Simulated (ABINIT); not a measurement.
Crystal: ErH.

```
CELL_PARAMETERS angstrom
0.00000 2.43585 2.43585
2.43585 0.00000 2.43585
2.43585 2.43585 0.00000
ATOMIC_POSITIONS crystal
Er 0.00000 0.00000 0.00000
H 0.50000 0.50000 0.50000
```

The cell comes from a database or a generator and needn't be the stable form of this composition.

Alike in all runs: program ABINIT 10.8.3 (patched build); functional PBE; potentials or basis JTH PAW PBE v2.0; cutoff 680 eV; k mesh 9 × 9 × 9; occupations fermi-dirac, width 0.05 eV.

Starts and where they ended:

```tsv
start	free energy over the lowest (meV/atom)	net moment (μB)	site or absolute moments (μB)	gap
collinear spin, ferromagnetic start of up to 7 μB	0.0	-0.23	Er -0.09; H +0.00	none (metal or under the smearing width)
collinear spin, ferromagnetic start of up to 3 μB (run 3 of the same settings)	0.0	0.23	Er +0.09; H -0.00	none (metal or under the smearing width)
collinear spin, ferromagnetic start of up to 3 μB (run 1 of the same settings)	32.3	0.15	Er +0.06; H -0.00	none (metal or under the smearing width)
```

The spin-polarised runs without a constraint all converged, yet they end up to 32 meV/atom apart: a converged run can sit in a state that isn't the lowest. A still lower state may exist.

Caveats: the magnetic or orbital state may not be the lowest; spin-orbit coupling is left out, which moves the levels of the heavy elements; without U or exact exchange the open f shell lies at the Fermi level, which spoils levels, moments and volumes; the moment fell far below its start of 7 μB, so a state of higher moment may lie lower in energy (some runs).
